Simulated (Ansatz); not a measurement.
# Cd4C3: from a guess to a relaxed structure

Aim: relax a trial structure of Cd4C3 and see where it ends.

Program: Ansatz 0.2.0. Level of theory: DFT PBE, scalar-relativistic, plane waves, PAW. These are calculated values, not measurements.

**1. The starting structure**

Symmetry: P6/mmm, No. 191, hexagonal system. The conventional cell has a = 5.737 Å, b = 5.737 Å, c = 5.695 Å, α = 90.00°, β = 90.00°, γ = 120.00°. Cd (site symmetry 6mm) is surrounded by 2 Cd at 2.73 to 2.97 Å and 6 C at 3.23 Å. Around Cd (site symmetry -6m2) lie 6 C at 3.29 Å and 9 Cd at 3.31 to 3.58 Å. Around C (site symmetry mmm) lie 4 C at 2.87 Å and 8 Cd at 3.23 to 3.29 Å.

Coordinates:

```xyz
7
Lattice="5.7367 0.0000 0.0000 -2.8684 4.9681 0.0000 0.0000 0.0000 5.6948" Properties=species:S:1:pos:R:3 pbc="T T T"
Cd    0.0000    0.0000    1.4825
Cd    0.0000    0.0000    4.2122
Cd    0.0000    3.3121    2.8474
Cd    2.8684    1.6560    2.8474
C    -1.4342    2.4841    0.0000
C     2.8684    0.0000    0.0000
C     1.4342    2.4841    0.0000
```

A structure generator made this guess: species swapped into a database cell of Zr4Al3 (P6/mmm, No. 191), with Cd on the Zr sites and C on the Al sites. Its size is a rough estimate.

**2. A first look at the guess**

The input, input.yaml:

```yaml
crystal:
  lattice:
    - [5.73671004, 0.0, 0.0]
    - [-2.86835502, 4.96813663, 0.0]
    - [0.0, 0.0, 5.69477804]
  atoms:
    - { symbol: Cd, position: [0.0, 0.0, 0.26033482] }
    - { symbol: Cd, position: [0.0, 0.0, 0.73966518] }
    - { symbol: Cd, position: [0.33333333, 0.66666667, 0.5] }
    - { symbol: Cd, position: [0.66666667, 0.33333333, 0.5] }
    - { symbol: C, position: [0.0, 0.5, 0.0] }
    - { symbol: C, position: [0.5, 0.0, 0.0] }
    - { symbol: C, position: [0.5, 0.5, 0.0] }
basis:
  ecutwfc: 420
kpoints:
  mp_grid: { grid: [6, 6, 4] }
hamiltonian:
  xc: pbe
scf:
  occupations: { method: gaussian, width: 0.1 }
  lower_state_search: "off"
output:
  forces: true
  stress: true
  eigenvalues: true
```

The run is started by

```
$ ansatz run input.yaml --threads 1 --pin off --max-ram 2560MiB --backend cpu --events-out ev --progress --plain --runs-dir out
```

The session goes on with these runs: spin check on a coarse mesh; rough relaxation on the coarse mesh; relaxation on the finer mesh.

**Question.** What will these runs give? Wanted: conventional cell; volume; energy over the elements; gap on the mesh.

The runs gave:

| quantity | value |
| --- | --- |
| symmetry at the end (tolerance 0.05 Å) | space group P6/mmm (No. 191) |
| conventional cell | a = 4.385 Å, b = 4.385 Å, c = 7.047 Å, α = 90.00°, β = 90.00°, γ = 120.00° |
| volume | 16.76 Å³/atom |
| energy over the elements | +2.01 eV/atom |
| gap on the mesh | none (metal) |

The space group P6/mmm (No. 191) is kept, and the volume per atom shrinks by 27.7 % from the first guess. With a positive formation energy it can't be a ground state. No finished test with a distortion of lower symmetry is shown, so the end may be a saddle point. Other magnetic orders were not searched.
